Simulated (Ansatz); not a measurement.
# C5H12AlCl: basis-set convergence

An exercise on one series of results from a longer session: the logs are not shown, and one member is left open.

Computed with Ansatz 0.2.0, Gaussian basis. Level: one geometry, several basis sets.

Levels to be run: PBE0-D4/def2-SVP; ωB97M-V/def2-SVP; PBE0-D4/def2-QZVPP; ωB97M-V/def2-QZVPP; the functionals' def2-TZVPP values are taken from earlier runs.

## The geometry

An earlier PBE0-D4 in a triple-zeta def2 set relaxation fixed the geometry.

SMILES `CC(C)(C)[CH2][AlH][Cl]`, 19 atoms, charge 0, spin multiplicity 1.

Atoms are counted from 1 here; the program's logs count them from 0.

Bond lengths: C1–C2 1.526 Å, C1–H8 1.094 Å, C1–H9 1.093 Å, C1–H10 1.094 Å, C2–C3 1.528 Å, C2–C4 1.527 Å, C2–C5 1.540 Å, C3–H11 1.094 Å, C3–H12 1.102 Å, C3–H13 1.093 Å, C4–H14 1.094 Å, C4–H15 1.093 Å, C4–H16 1.093 Å, C5–Al6 1.953 Å, C5–H17 1.097 Å, C5–H18 1.097 Å, Al6–Cl7 2.109 Å, Al6–H19 1.581 Å. Angles: C2–C1–H8 110.9°, C2–C1–H9 110.8°, C2–C1–H10 111.7°, H8–C1–H9 107.9°, H8–C1–H10 107.7°, H9–C1–H10 107.7°, C1–C2–C3 109.3°, C1–C2–C4 109.2°, C1–C2–C5 110.0°, C3–C2–C4 109.2°, C3–C2–C5 109.0°, C4–C2–C5 110.1°, C2–C3–H11 111.8°, C2–C3–H12 111.4°, C2–C3–H13 111.4°, H11–C3–H12 106.1°, H11–C3–H13 108.0°, H12–C3–H13 107.9° and more.

Set-up of the first run:

in.yaml

```yaml
crystal:
  periodic: [false, false, false]
  atoms:
    - {symbol: C, position_ang: [-1.591379, -0.178222, -0.310550]}
    - {symbol: C, position_ang: [-0.067391, -0.245914, -0.363061]}
    - {symbol: C, position_ang: [0.434427, -1.193369, 0.725833]}
    - {symbol: C, position_ang: [0.365670, -0.775720, -1.727774]}
    - {symbol: C, position_ang: [0.529618, 1.153450, -0.123583]}
    - {symbol: Al, position_ang: [0.351898, 1.710876, 1.739310]}
    - {symbol: Cl, position_ang: [2.104130, 2.215513, 2.798784]}
    - {symbol: H, position_ang: [-2.032236, -1.167042, -0.464860]}
    - {symbol: H, position_ang: [-1.977606, 0.486525, -1.087953]}
    - {symbol: H, position_ang: [-1.946601, 0.196754, 0.654300]}
    - {symbol: H, position_ang: [0.070744, -2.213624, 0.575417]}
    - {symbol: H, position_ang: [0.078015, -0.886204, 1.722077]}
    - {symbol: H, position_ang: [1.527062, -1.224077, 0.754233]}
    - {symbol: H, position_ang: [-0.060880, -1.764457, -1.923199]}
    - {symbol: H, position_ang: [0.037621, -0.103753, -2.525116]}
    - {symbol: H, position_ang: [1.454177, -0.859516, -1.787188]}
    - {symbol: H, position_ang: [1.600600, 1.146085, -0.359843]}
    - {symbol: H, position_ang: [0.070997, 1.878086, -0.807662]}
    - {symbol: H, position_ang: [-0.990666, 1.820410, 2.567337]}
basis:
  gaussian: {orbitals: def2-SVP}
hamiltonian: {xc: pbe0, dispersion: d4}
output: {orbitals: {seedname: orbitals}}
```

Among the steps run: PBE0-D4 in def2-SVP; ωB97M-V in def2-SVP; PBE0-D4 in def2-QZVPP; ωB97M-V in def2-QZVPP.

One of the session's tables, all rows but one given; the rest of the session is left out.

It belongs to the step «Density functionals: the series». 

| functional | basis | HOMO (eV) |
| --- | --- | --- |
| PBE0-D4 | def2-SVP | -7.64 |
| PBE0-D4 | def2-TZVPP | -7.67 |
| PBE0-D4 | def2-QZVPP | -7.69 |
| ωB97M-V | def2-SVP | ? |
| ωB97M-V | def2-TZVPP | -9.86 |
| ωB97M-V | def2-QZVPP | -9.87 |

**Question.** Estimate the row for ωB97M-V, def2-SVP.

As computed: HOMO (eV): -9.80. In the column «HOMO (eV)» it lies between ωB97M-V, def2-TZVPP (-9.86) and PBE0-D4, def2-QZVPP (-7.69).
